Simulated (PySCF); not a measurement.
**Solver options tried on KI**

Do solver options change the result for KI, or only the number of cycles?

Method: method and basis as typed in the scripts; program: PySCF 2.14.0.

4 further runs of the same task are left out: 4 that didn't finish.

## (1) Where the work starts

KI: 2 atoms, charge 0, spin multiplicity 1.

Bond lengths: K1–I2 3.027 Å.

## (2) The base run

input.py reads:

```python
from pyscf import gto, scf, mp

mol = gto.M(
    atom='K 0 0 0; I 0 0 3.027',
    basis='def2-svp',
    ecp={'I': 'def2-svp'},
    charge=0,
    spin=0,
    symmetry=True,
    verbose=4,
)
mf = scf.UHF(mol)
mf.kernel()
mp.MP2(mf, frozen=9).kernel()
mf.dip_moment()
print('orbital energies (hartree):', [e[max(0, n-3):n+3].round(4) for e, n in zip(mf.mo_energy, mol.nelec)])
```

The run is started by

```
$ OMP_NUM_THREADS=1 python input.py
```

The log of this run is left out.

In short: E(SCF) = -895.822664 Eh, 11 cycles, E(MP2) − E(SCF) = -0.16604 Eh, μ = 11.54 D (of the SCF density).

The bond length is a typed value, not an optimised one.

## (3) Smearing width 0.005 hartree

Run 1 changes smearing width: none → 0.005 hartree; step after the SCF: mp2 → none.

input.py reads:

```python
from pyscf import gto, scf

mol = gto.M(
    atom='K 0 0 0; I 0 0 3.027',
    basis='def2-svp',
    ecp={'I': 'def2-svp'},
    charge=0,
    spin=0,
    symmetry=True,
    verbose=4,
)
mf = scf.UHF(mol)
mf = scf.addons.smearing_(mf, sigma=0.005, method='fermi')
mf.kernel()
mf.dip_moment()
print('orbital energies (hartree):', [e[max(0, n-3):n+3].round(4) for e, n in zip(mf.mo_energy, mol.nelec)])
```

The run is started by

```
$ OMP_NUM_THREADS=1 python input.py
```

## (4) Smearing width 0.01 hartree

Run 2 changes smearing width: none → 0.01 hartree; step after the SCF: mp2 → none.

input.py: that of step 2 with these lines changed.

```diff
@@ -1,2 +1,2 @@
-from pyscf import gto, scf, mp
+from pyscf import gto, scf
 
@@ -12,4 +12,4 @@
 mf = scf.UHF(mol)
+mf = scf.addons.smearing_(mf, sigma=0.01, method='fermi')
 mf.kernel()
-mp.MP2(mf, frozen=9).kernel()
 mf.dip_moment()
```

## (5) DIIS space 4

Run 3 changes DIIS space: default → 4.

input.py: that of step 2 with these lines changed.

```diff
@@ -12,2 +12,3 @@
 mf = scf.UHF(mol)
+mf.diis_space = 4
 mf.kernel()
```

Q: Predict the outcome of this session. Wanted: for each run, E(SCF); from base; gap; SCF dipole; after the SCF.

The runs gave:

```
                         run  E(SCF) (hartree)  from base (eV)  cycles  gap (eV)  SCF dipole (D)                           after the SCF
                        base       -895.822664               0      11      7.37           11.54  MP2 correlation -4.518 eV, core frozen
smearing width 0.005 hartree       -895.822664          0.0000      10       n/a           11.54                                     n/a
 smearing width 0.01 hartree       -895.822663          0.0000      11       n/a           11.54                                     n/a
                DIIS space 4       -895.822664          0.0000      11      7.37           11.54  MP2 correlation -4.518 eV, core frozen
```

Distance from each run's final energy (log10 hartree) by cycle:

```
                         run  cycle 1  cycle 2  cycle 3  cycle 5  cycle 8  cycle 12
                        base      0.0     -0.2     -1.6     -4.0     -7.4      done
smearing width 0.005 hartree      0.0      0.0     -1.3     -4.5     -7.9      done
 smearing width 0.01 hartree      0.0      0.0     -1.3     -4.5     -7.7      done
                DIIS space 4      0.0     -0.2     -1.6     -4.0     -6.9      done
```

No change of the SCF energy comes from smearing width 0.005 hartree or smearing width 0.01 hartree or DIIS space 4. With smearing width 0.005 hartree, smearing width 0.01 hartree, DIIS space 4 the path hardly changes: 10 to 11 cycles against 11.
